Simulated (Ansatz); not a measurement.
Predict the output of the script below (Ansatz 0.2.0 through its Python package).

The script, `freq.py`:
```python
import warnings

import ansatz as az
import numpy as np

warnings.simplefilter("ignore", az.DeckWarning)

c3h2bcl2 = (
    az.Crystal.molecule()
    .atom("Cl", (2.5159, 1.3598, -0.3297))
    .atom("B", (1.4683, -0.1295, -0.0461))
    .atom("Cl", (2.2551, -1.7804, 0.1798))
    .atom("C", (-0.0814, 0.0072, 0.0026))
    .atom("C", (-1.3269, -0.5664, 0.15))
    .atom("C", (-1.2142, 0.7904, -0.0702))
    .atom("H", (-1.9413, -1.4404, 0.3164))
    .atom("H", (-1.6755, 1.7593, -0.2028))
)

calc = c3h2bcl2.calculation()
calc = calc.basis(gaussian="cc-pVDZ")
calc = calc.functional("hf")
calc = calc.charge(1)
symbols = [site.symbol for site in c3h2bcl2.cartesian_sites]
start = np.array([site.position_ang for site in c3h2bcl2.cartesian_sites], dtype=float)
def progress(event):
    if event["event"] == "relax_step":
        row = event["data"]
        print(f"step {row['step']:3d}  E = {row['lagrangian_ev']:.6f} eV  largest force component {row['allowed_force_max_ev_ang']:.4f} eV/A")


summary = calc.relax(force_tolerance=0.003).session().plan().execute(on_event=progress).report
end = np.array(summary["positions_ang"])

print("final positions (A) and the move of each atom")
for symbol, xyz, old in zip(symbols, end, start):
    print(f"{symbol:2s} {xyz[0]:10.5f} {xyz[1]:10.5f} {xyz[2]:10.5f}   {np.linalg.norm(xyz - old):7.4f}")

minimum = az.Crystal.molecule()
for symbol, place in zip(symbols, end):
    minimum = minimum.atom(symbol, place.tolist())
vibrating = (
    minimum.calculation()
    .basis(gaussian="cc-pVDZ")
    .functional("hf")
    .charge(1)
    .phonons(temperatures=(200, 600, 100))
)
vib = vibrating.run().report["vibrations"]
sums = vib["harmonic_sums"]
modes = [m["omega_inv_cm"] for m in sums["modes_at_gamma"] if m["rigid_motion"] == "no"]
for number, w in enumerate(modes, start=1):
    print(f"mode {number:2d} {w:9.1f} 1/cm {w / 8065.544 * 1000:8.2f} meV")
print("imaginary modes:", sum(w < 0 for w in modes), " zero-point energy:", round(sums["zero_point_energy_ev"], 4), "eV")
print("T (K)   F_vib (eV)   S_vib (meV/K)   C_vib (meV/K)")
for row in zip(sums["temperatures_k"], sums["vibrational_free_energy_ev"], vib["entropy_ev_per_k"], vib["heat_capacity_ev_per_k"]):
    print(f"{row[0]:6.1f} {row[1]:11.4f} {1000 * row[2]:13.4f} {1000 * row[3]:15.4f}")
```

```console
$ python freq.py
step   1  E = -28795.328370 eV  largest force component 4.3267 eV/A
step   2  E = -28795.722672 eV  largest force component 1.8719 eV/A
step   3  E = -28795.795078 eV  largest force component 0.3168 eV/A
step   4  E = -28795.798994 eV  largest force component 0.0391 eV/A
step   5  E = -28795.799069 eV  largest force component 0.0195 eV/A
step   6  E = -28795.799096 eV  largest force component 0.0005 eV/A
step   7  E = -28795.799164 eV  largest force component 0.0039 eV/A
step   8  E = -28795.799176 eV  largest force component 0.0025 eV/A
step   9  E = -28795.800712 eV  largest force component 0.0734 eV/A
step  10  E = -28795.801284 eV  largest force component 0.0158 eV/A
step  11  E = -28795.812999 eV  largest force component 0.1280 eV/A
step  12  E = -28795.816079 eV  largest force component 0.5349 eV/A
step  13  E = -28795.859450 eV  largest force component 0.0936 eV/A
step  14  E = -28795.886842 eV  largest force component 0.1188 eV/A
step  15  E = -28795.899730 eV  largest force component 0.3234 eV/A
step  16  E = -28795.902665 eV  largest force component 0.4365 eV/A
step  17  E = -28795.919099 eV  largest force component 0.0795 eV/A
step  18  E = -28795.919978 eV  largest force component 0.0220 eV/A
step  19  E = -28795.920049 eV  largest force component 0.0040 eV/A
step  20  E = -28795.920053 eV  largest force component 0.0008 eV/A
final positions (A) and the move of each atom
Cl    2.42916    0.93906    0.94787    1.3479
B     1.52325   -0.13430   -0.04786    0.0552
Cl    2.16376   -1.34397   -1.09222    1.3479
C    -0.06391    0.00562    0.00203    0.0176
C    -1.27419   -0.33631    0.53958    0.4555
C    -1.22687    0.55681   -0.46097    0.4554
H    -1.83248   -0.91685    1.25833    1.0831
H    -1.71872    1.22994   -1.14676    1.0831
mode  1      68.0 1/cm     8.43 meV
mode  2     121.3 1/cm    15.04 meV
mode  3     192.1 1/cm    23.81 meV
mode  4     248.4 1/cm    30.80 meV
mode  5     468.7 1/cm    58.12 meV
mode  6     523.7 1/cm    64.94 meV
mode  7     576.2 1/cm    71.44 meV
mode  8     945.4 1/cm   117.22 meV
mode  9     946.8 1/cm   117.39 meV
mode 10    1070.1 1/cm   132.68 meV
mode 11    1082.9 1/cm   134.27 meV
mode 12    1102.7 1/cm   136.72 meV
mode 13    1126.1 1/cm   139.61 meV
mode 14    1337.0 1/cm   165.76 meV
mode 15    1478.6 1/cm   183.32 meV
mode 16    1870.3 1/cm   231.89 meV
mode 17    3419.1 1/cm   423.91 meV
mode 18    3458.8 1/cm   428.84 meV
imaginary modes: 0  zero-point energy: 1.2421 eV
T (K)   F_vib (eV)   S_vib (meV/K)   C_vib (meV/K)
 200.0      1.2069        0.3937          0.4132
 300.0      1.1575        0.5934          0.5827
 400.0      1.0886        0.7832          0.7407
 500.0      1.0012        0.9631          0.8721
 600.0      0.8963        1.1317          0.9761
```

Caveats:
- Total energies depend on the basis set; only differences at equal settings carry meaning.
- The frequencies are harmonic and unscaled, in a modest basis. The result belongs to the one conformer reached from this start, and soft torsions count as harmonic oscillators.
- The whole script took 3 min on 1 thread of Arm Neoverse V1 (shared host), peak memory 0.29 GiB.

(Lines on the test bed's own set-up are left out of the output.)
